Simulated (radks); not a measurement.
# Valence configurations of Se⁺

The task here is to estimate one member of a computed series from the others.

Program: radks (a radial shooting solver on a logarithmic mesh, Libxc functionals) version 1. Level of theory: Dirac Kohn-Sham, PBEsol, spin-unpolarised, spherical densities, point nucleus; open shells fill j = l - 1/2 first. These are calculated values, not measurements, unless marked.

## The system

- element: selenium (Z = 34)
- charge: +1
- electrons: 33
- configuration: [Ar] 3d10 4s2 4p3
- others tried: 3d10 4s1 4p4; 3d9 4s2 4p4; 3d9 4s1 4p5; 3d8.5 4s1 4p5.5; 3d9.5 4s1 4p4.5; 3d8 4s1 4p6; 3d10 4p5; 3d8.5 4s2 4p4.5; 3d9.5 4s2 4p3.5

Set-up of the first run:

Settings of this run:

```text
Z 34
configuration [Ar] 3d10 4s2 4p3
relativity Dirac
functional pbe_sol,pbe_sol
spin unpolarised
j_filling energy
nucleus point
c 137.035999084
```

Steps of the session up to this table: [Ar] 3d10 4s2 4p3.

One of the session's tables, all rows but one given; the rest of the session is left out.

It belongs to the step «[Ar] 3d10 4s2 4p3». From the orbitals of this run (lengths in bohr):

```
level     <r>  outermost maximum (interpolated)  90 % within  nodes
3s1/2       ?                                 ?            ?      ?
3p1/2  0.5827                             0.495        0.892      1
3p3/2  0.5933                             0.503        0.908      1
3d3/2  0.6276                             0.451         1.04      0
3d5/2  0.6320                             0.453         1.05      0
4s1/2   1.745                              1.49         2.59      3
4p1/2   2.093                              1.73         3.18      2
4p3/2   2.131                              1.76         3.23      2
```

Q: Estimate the row for 3s1/2 from the others.

As computed: <r>: 0.5743; outermost maximum (interpolated): 0.503; 90 % within: 0.857; nodes: 2. In the column «<r>» it is the lowest.
